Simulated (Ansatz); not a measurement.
# CsLiCr2Te2S3 (R32) in Ansatz: convergence with k mesh

Aim: find how far k mesh must go before the results for CsLiCr2Te2S3 settle, at PBE. This setting moves, with any that are tied to it; all else stays.

Everything below comes from runs of Ansatz 0.2.0. Logs are shortened: lines on timing, memory, paths and dates and some standing lists are left out, and cuts for length are marked.

## Step 1: The structure

The structure is trigonal, space group R32 (No. 155). Conventional cell: a = 6.639 Å, b = 6.639 Å, c = 20.639 Å, α = 90.00°, β = 90.00°, γ = 120.00°. Around Cs (site symmetry 32) lie 6 Te at 3.84 Å and 6 S at 4.04 Å and 2 Cr at 4.16 Å. Li (site symmetry 32) has 3 S at 2.41 Å as nearest neighbours. Cr (site symmetry 3) has 3 S at 2.24 Å and 1 Te at 2.45 Å as nearest neighbours. Around Te (site symmetry 3) lie 1 Cr at 2.45 Å. S (site symmetry 2) is surrounded by 2 Cr at 2.24 Å and 1 Li at 2.41 Å.

The cell was built by a generator and needn't be a form met in nature.

## Step 2: With k mesh 2 × 2 × 2

input.yaml reads:

```yaml
crystal:
  lattice:
    - [3.31929, 1.91639, 6.87982]
    - [-3.31929, 1.91639, 6.87982]
    - [0.0, -3.83279, 6.87982]
  atoms:
    - { symbol: Cs, position: [0.0, 0.0, 0.0] }
    - { symbol: Li, position: [0.5, 0.5, 0.5] }
    - { symbol: Cr, position: [0.79848, 0.79848, 0.79848], spin: 3.0 }
    - { symbol: Cr, position: [0.20152, 0.20152, 0.20152], spin: 3.0 }
    - { symbol: Te, position: [0.6799, 0.6799, 0.6799] }
    - { symbol: Te, position: [0.3201, 0.3201, 0.3201] }
    - { symbol: S, position: [0.13626, 0.86374, 0.5] }
    - { symbol: S, position: [0.5, 0.13626, 0.86374] }
    - { symbol: S, position: [0.86374, 0.5, 0.13626] }
hamiltonian:
  xc: pbe
  pseudopotentials: { kind: paw }
magnetization:
  spin_polarized: true
kpoints:
  mp_grid: { grid: [2, 2, 2] }
scf:
  occupations: { method: fermi_dirac, width: 0.05 }
output:
  forces: true
  stress: true
  eigenvalues: true
```

Potentials or basis: Ansatz PAW.

Run with:

```sh
$ ansatz run input.yaml --threads 8 --pin off --max-ram 20480MiB --backend cpu --events-out ev --progress --plain --runs-dir out
```

Log:

```text
Warning: RAYON_NUM_THREADS=8 ignored (pool sized by the plan → 8); use --threads N
Engine: ansatz 0.2.0, x86_64-unknown-linux-gnu
Pseudopotentials: kind: paw
Pseudopotential: Cs, paw, valence charge 9, recommended cutoff 420 eV (normal), Cs.paw.azcp
Pseudopotential: Li, paw, valence charge 3, recommended cutoff 420 eV (normal), Li.paw.azcp
Pseudopotential: Cr, paw, valence charge 14, recommended cutoff 420 eV (normal), Cr.paw.azcp
Pseudopotential: Te, paw, valence charge 16, recommended cutoff 420 eV (normal), Te.paw.azcp
Pseudopotential: S, paw, valence charge 6, recommended cutoff 420 eV (normal), S.paw.azcp
Functional definition: PBE
  parameter kappa = 0.804
  parameter beta = 0.06672455060314922
  exchange = pbe_x(kappa = kappa, mu = beta*pi^2/3)
[... 70 lines left out ...]
  Σ components = -29302.237955   (vs F -29302.237955, Δ=0.00e0)
--- Forces (eV/Å), atoms counted from 1 ---
  atom   1  Cs     0.00000000     0.00000000     0.00000000
  atom   2  Li    -0.00000000     0.00000000     0.00000000
  atom   3  Cr     0.00000000     0.00000003    -0.12638480
  atom   4  Cr     0.00000000    -0.00000003     0.12638480
  atom   5  Te     0.00000000    -0.00000001     0.04819186
  atom   6  Te     0.00000000     0.00000001    -0.04819186
  atom   7  S      0.05943021     0.00000000     0.00000000
  atom   8  S     -0.02971511     0.05146807     0.00000001
  atom   9  S     -0.02971511    -0.05146807    -0.00000001
  max |Σ_I F_I| component: 6.94e-18 eV/Å
--- Stress (GPa, compression-positive) ---
        0.146410       0.000000      -0.000000
        0.000000       0.146410       0.000000
        0.000000       0.000000      -0.012122
  P = ⅓ Tr σ = 0.0936 GPa (0.936 kbar)
--- Band table (eV; the first three rows and the last of 8) ---
  k-point 0 ↑: bands = ["-67.4213", "-67.4212", "-40.5479", "-38.8233", "-38.8233", "-38.8207", "-38.8207", "-38.7127", "-38.7121", "-30.5973", "-30.5954", "-30.5948", "-30.5948", "-30.5928", "-30.5928", "-30.5804", "-30.5804", "-30.5799", "-30.5799", "-15.7217", "-7.4714", "-6.8170", "-6.8170", "-4.9310", "-4.2750", "-2.6462", "-2.6462", "-2.6326", "0.5985", "1.3371", "1.3371", "1.6056", "1.6056", "2.2620", "2.4477", "2.6165", "2.6165", "2.9229", "3.0778", "3.0778", "3.2561", "4.0031", "4.0031", "4.9943", "4.9943", "5.3196", "5.3196", "5.5564", "5.8113", "5.8113", "7.2029", "7.2826", "7.2826", "8.9429", "10.4635", "10.4635", "10.6286", "10.7177"]
  k-point 1 ↑: bands = ["-67.4213", "-67.4212", "-40.5479", "-38.8235", "-38.8226", "-38.8214", "-38.8205", "-38.7125", "-38.7123", "-30.5970", "-30.5967", "-30.5955", "-30.5942", "-30.5925", "-30.5922", "-30.5804", "-30.5803", "-30.5800", "-30.5799", "-15.7204", "-7.2283", "-7.0613", "-6.8530", "-4.8677", "-4.5087", "-2.6740", "-2.6088", "-2.4214", "0.6417", "1.0115", "1.4300", "1.4589", "2.0641", "2.1850", "2.2239", "2.4452", "2.7536", "2.9401", "3.0004", "3.6902", "3.9173", "3.9529", "4.1200", "4.3967", "4.9800", "5.2178", "5.2965", "5.8998", "6.2694", "6.2743", "6.3501", "6.5401", "6.7721", "9.8123", "9.8608", "10.4168", "10.6172", "10.7881"]
  k-point 2 ↑: bands = ["-67.4213", "-67.4212", "-40.5479", "-38.8235", "-38.8226", "-38.8214", "-38.8205", "-38.7125", "-38.7123", "-30.5970", "-30.5967", "-30.5955", "-30.5942", "-30.5925", "-30.5922", "-30.5804", "-30.5803", "-30.5800", "-30.5799", "-15.7203", "-7.2372", "-7.0482", "-6.8557", "-4.8652", "-4.5365", "-2.6599", "-2.5880", "-2.4209", "0.6569", "1.0566", "1.4371", "1.4387", "2.0993", "2.1923", "2.2420", "2.3737", "2.7490", "3.0141", "3.1270", "3.2429", "3.6450", "4.2650", "4.5303", "4.6370", "4.8167", "5.1314", "5.4415", "5.5999", "5.9102", "5.9236", "6.3802", "6.6835", "6.7860", "10.1365", "10.3793", "10.4336", "10.5650", "10.8885"]
  k-point 3 ↓: bands = ["-65.0323", "-65.0321", "-40.5388", "-36.5769", "-36.5762", "-36.3748", "-36.3748", "-36.3713", "-36.3713", "-30.6441", "-30.6441", "-30.6421", "-30.6421", "-30.6386", "-30.6367", "-30.6263", "-30.6263", "-30.6258", "-30.6258", "-15.7289", "-7.4595", "-6.8388", "-6.8388", "-5.2381", "-4.4758", "-2.6508", "-2.6508", "-2.5637", "1.0118", "1.6252", "1.6252", "2.2001", "2.2001", "2.3243", "2.6378", "2.6378", "2.7501", "3.0782", "3.5658", "3.8364", "3.8364", "4.7305", "4.7305", "6.1790", "6.1790", "6.3621", "6.6899", "6.6899", "7.5472", "7.5472", "7.6073", "8.4117", "8.4117", "10.3030", "10.3516", "10.3516", "10.7577", "11.5708"]
```

Run time: 2.1 s. Hardware: 8 threads of Intel Xeon Platinum 8488C (Sapphire Rapids), shared host; peak memory 0.96 GiB.

What came out:

| Property | Result |
| --- | --- |
| Free energy | -29302.2380 eV |
| Pressure | 0.1 GPa |
| Largest force | 0.126 eV/Å |
| Band gap on the k mesh | none (metal or under the smearing width) |
| Net moment | 4.01 μB per cell |
| Absolute moment | 6.04 μB per cell |
| Site moments | Cs -0.01; Li +0.01; Cr +2.08; Te -0.16; S -0.05 μB |

## Step 3: With k mesh 3 × 3 × 3

input.yaml: that of step 2 with these lines changed.

```diff
@@ -21,3 +21,3 @@
 kpoints:
-  mp_grid: { grid: [2, 2, 2] }
+  mp_grid: { grid: [3, 3, 3] }
 scf:
```

Potentials or basis: Ansatz PAW.

Run with:

```sh
$ ansatz run input.yaml --threads 8 --pin off --max-ram 20480MiB --backend cpu --events-out ev --progress --plain --runs-dir out
```

It took 3.9 s on 8 threads of Intel Xeon Platinum 8488C (Sapphire Rapids), shared host; peak memory 1.1 GiB.

Results:

```yaml
Free_energy: -29302.3076 eV
Pressure: 0.0 GPa
Largest_force: 0.004 eV/Å
Band_gap_on_the_k_mesh: none (metal or under the smearing width)
Net_moment: 4.01 μB per cell
Absolute_moment: 6.05 μB per cell
Site_moments: Cs -0.01; Li +0.01; Cr +2.08; Te -0.15; S -0.06 μB
```

## Step 4: With k mesh 4 × 4 × 4

input.yaml: that of step 3 with these lines changed.

```diff
@@ -21,3 +21,3 @@
 kpoints:
-  mp_grid: { grid: [3, 3, 3] }
+  mp_grid: { grid: [4, 4, 4] }
 scf:
```

Run with:

```sh
$ ansatz run input.yaml --threads 8 --pin off --max-ram 20480MiB --backend cpu --events-out ev --progress --plain --runs-dir out
```

Wall time 6.5 s (8 threads of Intel Xeon Platinum 8488C (Sapphire Rapids), shared host); peak memory 1.2 GiB.

What came out:

- Free energy: -29302.3016 eV
- Pressure: 0.0 GPa
- Largest force: 0.013 eV/Å
- Band gap on the k mesh: none (metal or under the smearing width)
- Net moment: 4.00 μB per cell
- Absolute moment: 6.01 μB per cell
- Site moments: Cs -0.01; Li +0.01; Cr +2.07; Te -0.15; S -0.06 μB

## Step 5: With k mesh 5 × 5 × 5

input.yaml: that of step 4 with these lines changed.

```diff
@@ -21,3 +21,3 @@
 kpoints:
-  mp_grid: { grid: [4, 4, 4] }
+  mp_grid: { grid: [5, 5, 5] }
 scf:
```

Run with:

```sh
$ ansatz run input.yaml --threads 8 --pin off --max-ram 20480MiB --backend cpu --events-out ev --progress --plain --runs-dir out
```

Wall time 9.7 s (8 threads of Intel Xeon Platinum 8488C (Sapphire Rapids), shared host); peak memory 1.3 GiB.

It converged, with:

* Free energy: -29302.3032 eV
* Pressure: 0.0 GPa
* Largest force: 0.006 eV/Å
* Band gap on the k mesh: none (metal or under the smearing width)
* Net moment: 4.00 μB per cell
* Absolute moment: 6.03 μB per cell
* Site moments: Cs -0.01; Li +0.01; Cr +2.07; Te -0.15; S -0.06 μB

## Step 6: With k mesh 6 × 6 × 6

input.yaml: that of step 5 with these lines changed.

```diff
@@ -21,3 +21,3 @@
 kpoints:
-  mp_grid: { grid: [5, 5, 5] }
+  mp_grid: { grid: [6, 6, 6] }
 scf:
```

Potentials or basis: Ansatz PAW.

Run with:

```sh
$ ansatz run input.yaml --threads 8 --pin off --max-ram 20480MiB --backend cpu --events-out ev --progress --plain --runs-dir out
```

Run time: 16 s. Hardware: 8 threads of Intel Xeon Platinum 8488C (Sapphire Rapids), shared host; peak memory 1.4 GiB.

Results (log left out):

```yaml
Free_energy: -29302.3034 eV
Pressure: 0.0 GPa
Largest_force: 0.006 eV/Å
Band_gap_on_the_k_mesh: none (metal or under the smearing width)
Net_moment: 4.00 μB per cell
Absolute_moment: 6.03 μB per cell
Site_moments: Cs -0.01; Li +0.01; Cr +2.07; Te -0.15; S -0.06 μB
```

## Step 7: With k mesh 7 × 7 × 7

input.yaml: that of step 6 with these lines changed.

```diff
@@ -21,3 +21,3 @@
 kpoints:
-  mp_grid: { grid: [6, 6, 6] }
+  mp_grid: { grid: [7, 7, 7] }
 scf:
```

Run with:

```sh
$ ansatz run input.yaml --threads 8 --pin off --max-ram 20480MiB --backend cpu --events-out ev --progress --plain --runs-dir out
```

Wall time 22 s (8 threads of Intel Xeon Platinum 8488C (Sapphire Rapids), shared host); peak memory 1.6 GiB.

The run converged. Its results:

```yaml
Free_energy: -29302.3035 eV
Pressure: 0.0 GPa
Largest_force: 0.006 eV/Å
Band_gap_on_the_k_mesh: none (metal or under the smearing width)
Net_moment: 4.00 μB per cell
Absolute_moment: 6.03 μB per cell
Site_moments: Cs -0.01; Li +0.01; Cr +2.07; Te -0.15; S -0.06 μB
```

## Step 8: With k mesh 8 × 8 × 8

input.yaml: that of step 7 with these lines changed.

```diff
@@ -21,3 +21,3 @@
 kpoints:
-  mp_grid: { grid: [7, 7, 7] }
+  mp_grid: { grid: [8, 8, 8] }
 scf:
```

Run with:

```sh
$ ansatz run input.yaml --threads 8 --pin off --max-ram 20480MiB --backend cpu --events-out ev --progress --plain --runs-dir out
```

Run time: 31 s. Hardware: 8 threads of Intel Xeon Platinum 8488C (Sapphire Rapids), shared host; peak memory 1.9 GiB.

It converged, with:

| Quantity | Value |
| --- | --- |
| Free energy | -29302.3034 eV |
| Pressure | 0.0 GPa |
| Largest force | 0.007 eV/Å |
| Band gap on the k mesh | none (metal or under the smearing width) |
| Net moment | 4.00 μB per cell |
| Absolute moment | 6.03 μB per cell |
| Site moments | Cs -0.01; Li +0.01; Cr +2.07; Te -0.15; S -0.06 μB |

## Step 9: The series at a glance

| k mesh | energy less the tightest run, at zero smearing (meV/atom) | pressure (GPa) | largest force (eV/Å) | absolute moment (μB) | SCF cycles | CPU time (s) | peak memory (GiB) |
| --- | --- | --- | --- | --- | --- | --- | --- |
| 2 × 2 × 2 | 7.74 | 0.09 | 0.126 | 6.04 | 14 | 12 | 0.96 |
| 3 × 3 × 3 | -0.57 | 0.00 | 0.004 | 6.05 | 18 | 26 | 1.1 |
| 4 × 4 × 4 | 0.17 | -0.02 | 0.013 | 6.01 | 17 | 46 | 1.2 |
| 5 × 5 × 5 | 0.04 | -0.02 | 0.006 | 6.03 | 17 | 73 | 1.3 |
| 6 × 6 × 6 | 0.01 | -0.02 | 0.006 | 6.03 | 17 | 120 | 1.4 |
| 7 × 7 × 7 | -0.02 | -0.02 | 0.006 | 6.03 | 17 | 170 | 1.6 |
| 8 × 8 × 8 | 0.00 | -0.02 | 0.007 | 6.03 | 17 | 240 | 1.9 |

Against the tightest run, the energy stays within 1 meV/atom from 3 × 3 × 3 on; the pressure stays within 0.1 GPa from 3 × 3 × 3 on; the largest force stays within 0.005 eV/Å from 5 × 5 × 5 on; the absolute moment stays within 0.02 μB from 4 × 4 × 4 on. Meshes of other sizes hit other points, so gaps and Fermi surfaces needn't settle smoothly. The tightest run that finished is the yardstick and may itself not be fully converged.

Caveats: only a ferromagnetic start was run, and an antiferromagnetic order may lie lower in energy.
